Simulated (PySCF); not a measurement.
# C2H7FSi2: the cost of one run

The runs use PySCF 2.14.0, with density-fitted response routines of our own; the level of theory stands in each step. All values are computed, except where a source is named. Atoms are numbered from 0 throughout.

## (1) The starting structure

12 atoms, charge 0, multiplicity 1; geometry from: PBE0-D3(BJ)/def2-SVP.

Bonds of the start (Å): F0–C1 1.38, C1–C2 1.53, C2–Si3 1.92, Si3–Si4 2.34, Si4–C1 1.93, C1–H5 1.11, C2–H6 1.10, C2–H7 1.10, Si3–H8 1.49, Si3–H9 1.49, Si4–H10 1.49, Si4–H11 1.49.

## (2) Shielding tensors: PBE0/6-31G*

Job settings and geometry (Å):

```
{"job": {"kind": "nmr", "xc": "PBE0", "basis": "6-31G*", "pop": true}, "charge": 0, "multiplicity": 1}
F      0.318734    -2.158151    -1.042040
C      0.189252    -0.805465    -0.829222
C     -1.102091    -0.417541    -0.098763
Si    -0.523047     1.271020     0.601447
Si     1.467725     0.081178     0.319765
H      0.210672    -0.302353    -1.815798
H     -1.229117    -1.087263     0.770665
H     -2.016554    -0.478827    -0.708702
H     -0.724967     2.403526    -0.352233
H     -1.060982     1.636283     1.943815
H      1.789138    -0.771640     1.504342
H      2.721745     0.602776    -0.300299
```

Level: GIAO PBE0/6-31G* NMR shielding, non-relativistic, gas phase.

Started as:

```sh
> OMP_NUM_THREADS=1 python probes_run.py task.json out
```

One launch serves the whole session: the jobs run in the order shown.

Q: Estimate the wall time and peak memory of this first job on 1 thread of Arm Neoverse V2, shared host.

About 7 s, with a peak of 0.53 GiB.
